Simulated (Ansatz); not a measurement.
What does this script print? It uses Ansatz 0.2.0 through its Python package.

The script, `c2h2fi_torsion.py`:
```python
# -*- coding: utf-8 -*-
"""Rigid torsion scan of C2H2FI."""

import ansatz as az
from ase import Atoms


def main():
    atoms = Atoms(["C", "C", "F", "I", "H", "H"], positions=[
        (0.5909, 0.0478, 0.5505),
        (-0.489, -0.0096, -0.3083),
        (-1.6942, 0.5572, 0.0334),
        (-0.2988, -0.9493, -2.1042),
        (0.4185, 0.6078, 1.4627),
        (1.5146, -0.3178, 0.3197),
    ])

    # start the scan from a relaxed geometry
    first = (
        az.Crystal.molecule_from_ase(atoms).calculation()
        .basis(gaussian="def2-SVP")
        .functional("r2scan0")
        .relax(force_tolerance=0.02, max_steps=80)
    )
    atoms.positions = first.run(threads=1, backend="cpu").report["positions_ang"]

    start = atoms.get_dihedral(2, 1, 0, 4)
    energies = {}
    for turn in range(0, 360, 30):
        turned = atoms.copy()
        turned.set_dihedral(2, 1, 0, 4, start + turn, indices=[0, 4, 5])
        job = (
            az.Crystal.molecule_from_ase(turned).calculation()
            .basis(gaussian="def2-SVP")
            .functional("r2scan0")
        )
        energies[round((start + turn) % 360)] = job.run(threads=1, backend="cpu").report["free_energy_ev"]
    floor = min(energies.values())
    print("dihedral F2-C1-C0-H4 (deg)   E - E(min) (kJ/mol)")
    for angle, e in sorted(energies.items()):
        print(f"{angle:8d} {96.485332 * (e - floor):14.3f}  " + "#" * int(30 * (e - floor) / max(max(energies.values()) - floor, 1e-9)))


if __name__ == "__main__":
    main()
```

Output of `python c2h2fi_torsion.py`:
```text
dihedral F2-C1-C0-H4 (deg)   E - E(min) (kJ/mol)
       0          0.000
      30         43.426  ####
      60        166.713  ###############
      90        319.950  ##############################
     120        166.904  ###############
     150         43.817  ####
     180          0.577
     210         43.985  ####
     240        167.208  ###############
     270        319.941  #############################
     300        166.408  ###############
     330         43.257  ####
```

Reading the output:
- The settings weren't tested for convergence.
- The scan is rigid and the energies are electronic, in a modest basis. With rigid groups the curve can differ much from the relaxed path, the start wasn't checked as a minimum of this torsion, and equivalent turns needn't return to the same energy.
- def2 sets replace the cores of elements past krypton by effective core potentials.
- Hardware and time: 100 s on 1 thread of Intel(R) Xeon(R) Platinum 8259CL CPU @ 2.50GHz (Skylake/Cascade Lake), with other jobs on the host, peak memory 0.26 GiB.

(A comment or docstring line of the script was reworded after the run, the code is as it ran; lines on the test bed's own set-up are left out of the output.)
